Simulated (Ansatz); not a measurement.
What does this script print? It uses the Python package of Ansatz (0.2.0).

The script, `convert_co2.py`:
```python
"""Write the input file for CO2 without running it."""

import ansatz as az

lattice = az.Lattice.of(
    (5.62, 0.0, 0.0),
    (0.0, 5.62, 0.0),
    (0.0, 0.0, 5.62),
)
sites = [
    ("C", (0.0, 0.0, 0.0)),
    ("C", (0.5, 0.0, 0.5)),
    ("C", (0.5, 0.5, 0.0)),
    ("C", (0.0, 0.5, 0.5)),
    ("O", (0.167, 0.167, 0.167)),
    ("O", (0.333, 0.833, 0.667)),
    ("O", (0.667, 0.333, 0.833)),
    ("O", (0.833, 0.667, 0.333)),
    ("O", (0.833, 0.833, 0.833)),
    ("O", (0.667, 0.167, 0.333)),
    ("O", (0.333, 0.667, 0.167)),
    ("O", (0.167, 0.333, 0.667)),
]
cell = az.Crystal(lattice=lattice)
for symbol, position in sites:
    cell = cell.atom(symbol, position)

setup = cell.calculation()
setup = setup.functional("PBEsol", dispersion="D3(BJ)").basis(10 * az.Ha, xc_grid=2)
setup = setup.kpoints(3, 3, 3)
setup = setup.occupations("Fixed")
setup = setup.relax(force_tolerance=0.02)
print(setup.to_yaml(atoms="all"))
```

```console
$ python convert_co2.py
crystal:
  lattice:
    - [5.62, 0.0, 0.0]
    - [0.0, 5.62, 0.0]
    - [0.0, 0.0, 5.62]
  atoms:
    - { symbol: C, position: [0.0, 0.0, 0.0] }
    - { symbol: C, position: [0.5, 0.0, 0.5] }
    - { symbol: C, position: [0.5, 0.5, 0.0] }
    - { symbol: C, position: [0.0, 0.5, 0.5] }
    - { symbol: O, position: [0.167, 0.167, 0.167] }
    - { symbol: O, position: [0.333, 0.833, 0.667] }
    - { symbol: O, position: [0.667, 0.333, 0.833] }
    - { symbol: O, position: [0.833, 0.667, 0.333] }
    - { symbol: O, position: [0.833, 0.833, 0.833] }
    - { symbol: O, position: [0.667, 0.167, 0.333] }
    - { symbol: O, position: [0.333, 0.667, 0.167] }
    - { symbol: O, position: [0.167, 0.333, 0.667] }
basis:
  ecutwfc: 272.11386245988
  xc_grid: 2
kpoints:
  mp_grid:
    grid: [3, 3, 3]
hamiltonian:
  xc: pbesol
  dispersion: d3bj
scf:
  occupations:
    method: fixed
relax:
  f_tol: 0.02
```

The input is only written out: it wasn't run, and its settings aren't tested. Fixed occupations are right only where the crystal has a gap.
